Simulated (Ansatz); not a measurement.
This script for Ansatz's Python interface starts 5 runs on CH3AlZn, SMILES [CH2]1[AlH][Zn]1. What input does the engine get in each?

The script, `relaxed_scan.py`:
```python
# -*- coding: utf-8 -*-
import warnings

import ansatz as az
import numpy as np

warnings.simplefilter('ignore', az.DeckWarning)

molecule = (
    az.Crystal.molecule()
    .atom('C', (-0.3864, -0.3536, -0.669))
    .atom('Al', (0.5784, 0.3963, 0.8778))
    .atom('Zn', (1.2097, 0.1195, -1.3322))
    .atom('H', (-0.6814, -1.3391, -0.4746))
    .atom('H', (-1.3263, 0.3177, -0.8751))
    .atom('H', (0.648, 0.7952, 2.427))
)

base = molecule.calculation().basis(gaussian='def2-SVP').functional('hf')
symbols = [site.symbol for site in molecule.cartesian_sites]
pairs = [(0, 1), (0, 2), (0, 3), (0, 4), (1, 2), (1, 5)]
print('held (A)   E (eV)        ', '  '.join(f'{symbols[i]}{i}-{symbols[j]}{j}' for i, j in pairs))
for length in [1.47, 1.6, 1.73, 1.92, 2.16]:
    report = base.relax(constraints=[az.DistanceConstraint((1, 5), at=length)], force_tolerance=0.02, max_steps=60).run(threads=1).report
    xyz = np.array(report['positions_ang'])
    print(f'{length:6.2f} {report["free_energy_ev"]:14.5f}  ', '  '.join(f'{np.linalg.norm(xyz[i] - xyz[j]):.3f}' for i, j in pairs))
```

Run 1:
```yaml
crystal:
  periodic: [false, false, false]
  atoms:
    - { symbol: C, position_ang: [-0.3864, -0.3536, -0.669] }
    - { symbol: Al, position_ang: [0.5784, 0.3963, 0.8778] }
    - { symbol: Zn, position_ang: [1.2097, 0.1195, -1.3322] }
    - { symbol: H, position_ang: [-0.6814, -1.3391, -0.4746] }
    - { symbol: H, position_ang: [-1.3263, 0.3177, -0.8751] }
    - { symbol: H, position_ang: [0.648, 0.7952, 2.427] }
basis:
  gaussian:
    orbitals: def2-SVP
hamiltonian:
  xc: hf
relax:
  f_tol: 0.02
  max_steps: 60
  constraints:
    - { distance: [1, 5], at: 1.47 }
```

Run 2, against run 1:
```diff
-    - { distance: [1, 5], at: 1.47 }
+    - { distance: [1, 5], at: 1.6 }
```

Run 3, against run 1:
```diff
-    - { distance: [1, 5], at: 1.47 }
+    - { distance: [1, 5], at: 1.73 }
```

Run 4, against run 1:
```diff
-    - { distance: [1, 5], at: 1.47 }
+    - { distance: [1, 5], at: 1.92 }
```

Run 5, against run 1:
```diff
-    - { distance: [1, 5], at: 1.47 }
+    - { distance: [1, 5], at: 2.16 }
```

```console
$ python relaxed_scan.py
held (A)   E (eV)         C0-Al1  C0-Zn2  C0-H3  C0-H4  Al1-Zn2  Al1-H5
  1.47   -56024.93935   1.785  3.797  1.088  1.085  3.166  1.470
  1.60   -56025.00895   1.785  3.756  1.089  1.085  3.106  1.600
  1.73   -56024.61049   1.907  2.210  1.094  1.099  2.488  1.730
  1.92   -56024.21007   1.928  2.162  1.094  1.102  2.475  1.920
  2.16   -56023.56108   1.946  2.131  1.094  1.103  2.472  2.160
```

Notes:
- Total energies depend on the basis set; only differences at equal settings carry meaning.
- The energies are electronic: no zero-point or thermal terms, and the basis set is short of its limit.
- The script silences the warnings on its input, which a real study should read.
- The whole script took 2.5 min on 1 thread of Arm Neoverse V1 (shared host), peak memory 0.24 GiB.
